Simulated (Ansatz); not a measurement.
Predict the output of the script below (Ansatz 0.2.0 through its Python package).

The script, `run_formation.py`:
```python
"""Is SrAlH3 bound against its elements, after relaxing cells and atoms."""

from collections import Counter

import ansatz as az
import numpy as np

PHASES = {
    "SrAlH3": (
        [[4.58546, 0.0, 0.0], [0.0, 4.58546, 0.0], [0.0, 0.0, 4.58546]],
        [
            ("Sr", [0.5, 0.5, 0.5]),
            ("Al", [0.0, 0.0, 0.0]),
            ("H", [0.0, 0.5, 0.5]),
            ("H", [0.5, 0.5, 0.0]),
            ("H", [0.5, 0.0, 0.5]),
        ],
    ),
    "Sr": (
        [[0.0, 3.04235, 3.04235], [3.04235, 0.0, 3.04235], [3.04235, 3.04235, 0.0]],
        [
            ("Sr", [0.0, 0.0, 0.0]),
        ],
    ),
    "Al": (
        [[0.0, 2.02481, 2.02481], [2.02481, 0.0, 2.02481], [2.02481, 2.02481, 0.0]],
        [
            ("Al", [0.0, 0.0, 0.0]),
        ],
    ),
    "H2": (
        [[9.0, 0.0, 0.0], [0.0, 9.5, 0.0], [0.0, 0.0, 10.0]],
        [
            ("H", [0.5, 0.5, 0.4625]),
            ("H", [0.5, 0.5, 0.5375]),
        ],
    ),
}


def build(vectors, sites):
    crystal = az.Crystal(lattice=az.Lattice.of(vectors))
    for symbol, position in sites:
        crystal = crystal.atom(symbol, position)
    return crystal

GASES = {"H2"}


def run_phase(name, crystal):
    calc = (
        crystal.calculation()
        .basis(510)
        .kpoints(spacing=0.33)
        .occupations("gaussian", width=0.05)
        .stress()
    )
    if name in GASES:
        return calc.kpoints(1, 1, 1).relax(force_tolerance=0.02, max_steps=60).run(threads=1, backend="cpu")
    calc = calc.relax(force_tolerance=0.02, max_steps=60, cell=True)
    return calc.run(threads=1, backend="cpu")


def counts(outcome):
    return Counter(site.symbol for site in outcome.lattice.sites)

def formation_energy(outcome, mu):
    n = counts(outcome)
    return (outcome.report["energy_sigma0_ev"] - sum(k * mu[element] for element, k in n.items())) / sum(n.values())


def volume_per_atom(outcome):
    return abs(np.linalg.det(outcome.lattice.cell_ang)) / len(outcome.lattice.sites)

phases = {name: build(*cell) for name, cell in PHASES.items()}

done = {name: run_phase(name, crystal) for name, crystal in phases.items()}

# energy of one atom in its reference phase
references = {"Sr": "Sr", "Al": "Al", "H": "H2"}
mu = {element: done[name].report["energy_sigma0_ev"] / len(done[name].lattice.sites) for element, name in references.items()}

target = done["SrAlH3"]
heat = formation_energy(target, mu)
rows = [(name, len(o.lattice.sites), volume_per_atom(o), formation_energy(o, mu)) for name, o in done.items()]
print("     phase       atoms  V (A^3/atom)  E_form (eV/atom)")
for row in rows:
    print(f"{str(row[0]):>10}  {row[1]:10d}  {row[2]:12.3f}  {row[3]:16.4f}")
# gas references are bare DFT energies, without zero-point or fitted corrections
```

`python run_formation.py` gives:
```text
DeckWarning: output.stress: scf.convergence.dr2_threshold = 1e-7 eV (the SCF's general default) is looser than the 2e-10 eV advised for a printed stress (1e-10 eV for each atom of the cell: 2). What [...]
     phase       atoms  V (A^3/atom)  E_form (eV/atom)
    SrAlH3           5        19.375            0.3053
        Sr           1        54.790            0.0000
        Al           1        16.562            0.0000
        H2           2       427.500            0.0000
```
(Warnings from the package without file and line, shortened.)

Caveats:
- For the metals among these phases the mesh is modest: differences between phases can be off by up to 40 meV an atom.
- No functional is typed, so the default, PBE, holds.
- The cells come from databases of deposited and of computed structures, and not all need be stable phases.
- The compound is the structure given, not necessarily its lowest; energies are at zero temperature, with no correction for gases. A semilocal functional's error on such energies is often 0.05 to 0.1 eV an atom, and 0.1 to 0.3 eV against gases such as O2 or F2.
- Finished in 6.5 s on 1 thread of Intel(R) Xeon(R) 6975P-C (Granite Rapids), on a shared host, peak memory 0.62 GiB.

(Lines on the test bed's own set-up are left out of the output.)
